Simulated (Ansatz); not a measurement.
# Pt (Fm-3m): equation of state with a fit in Python

Where is the equilibrium volume of Pt (Fm-3m), and how stiff is it? Aim: an equation of state with a fit, for Pt (Fm-3m), run from a script.

Computed with Ansatz 0.2.0, driven from Python. Level of theory: DFT PBEsol, plane waves, PAW.

### Step 1. Starting point

It takes space group Fm-3m (No. 225, cubic). Conventional cell: a = 3.922 Å, b = 3.922 Å, c = 3.922 Å, α = 90.00°, β = 90.00°, γ = 90.00°. Pt (site symmetry m-3m) is surrounded by 12 Pt at 2.77 Å.

No structure file is read: the coordinates are typed or built in the script.

### Step 2. The script

eos_pt.py reads:

```python
"""Energy against volume for Pt, with a fit."""

import warnings

import ansatz as az
import numpy as np
from pymatgen.analysis.eos import EOS

vectors0 = np.array([
    [0.0, 1.9609, 1.9609],
    [1.9609, 0.0, 1.9609],
    [1.9609, 1.9609, 0.0],
])
sites = [
    ("Pt", [0.0, 0.0, 0.0]),
]


def crystal_on(cell):
    crystal = az.Crystal(lattice=az.Lattice.of(cell))
    for symbol, position in sites:
        crystal = crystal.atom(symbol, position)
    return crystal


def main() -> None:
    warnings.simplefilter("ignore", az.DeckWarning)

    # uniform scaling of the cell
    volumes, energies = [], []
    for scale in np.linspace(0.95, 1.07, 5):
        cell = vectors0 * scale ** (1 / 3)
        setup = (
            crystal_on(cell).calculation()
            .functional("PBEsol")
            .pseudopotentials("paw")
            .basis(470)
            .occupations("Marzari-Vanderbilt")
            .kpoints(13, 13, 13)
        )
        rep = setup.run(threads=1).report
        volumes.append(abs(np.linalg.det(cell)) / len(sites))
        energies.append(rep["free_energy_ev"] / len(sites))
        print(f"V = {volumes[-1]:8.4f} A^3/atom  F = {energies[-1]:.5f} eV/atom")

    for form in ["murnaghan", "birch_murnaghan", "vinet"]:
        fit = EOS(eos_name=form).fit(volumes, energies)
        print(f"{form:18s} V0 {fit.v0:8.4f} A^3/atom  B0 {fit.b0_GPa:7.1f} GPa  B1 {fit.b1:5.2f}")


if __name__ == "__main__":
    main()
```

### Step 3. The input behind the calls

The package turns the script's settings into the engine's input (first run):

```yaml
crystal:
  lattice:
    - [0.0, 1.9276579848986972, 1.9276579848986972]
    - [1.9276579848986972, 0.0, 1.9276579848986972]
    - [1.9276579848986972, 1.9276579848986972, 0.0]
  atoms:
    - { symbol: Pt, position: [0.0, 0.0, 0.0] }
basis:
  ecutwfc: 470.0
kpoints:
  mp_grid:
    grid: [13, 13, 13]
hamiltonian:
  xc: pbesol
  pseudopotentials:
    kind: paw
scf:
  occupations:
    method: cold
```

### Step 4. Running it

Run with:

```
$ python eos_pt.py
```

**Question.** Estimate the equilibrium volume and the bulk modulus.

As calculated:

| quantity | value |
| --- | --- |
| runs compared | 5 |
| range of energy | 60.91 meV/atom |
| lowest point, volume (Å³/atom) | 15.231 |
| equilibrium volume (fit) | 15.03 Å³/atom |
| bulk modulus (fit) | 289 GPa |

A third-order Birch-Murnaghan fit through the 5 points has its minimum at 15.03 Å³ an atom, 0.4 % below the typed cell, with a bulk modulus of 289 GPa and dB/dP = 5.4. From that minimum the energy rises by 32.6 meV an atom on the compressed side and 63.3 meV on the expanded side. Notes:
- For a metal this k-point mesh is coarse: on a finer one energies can move by several to tens of meV an atom and pressures by half a GPa or more, differences at one mesh by less.
- Spin-orbit coupling, which matters for elements this heavy, is left out.
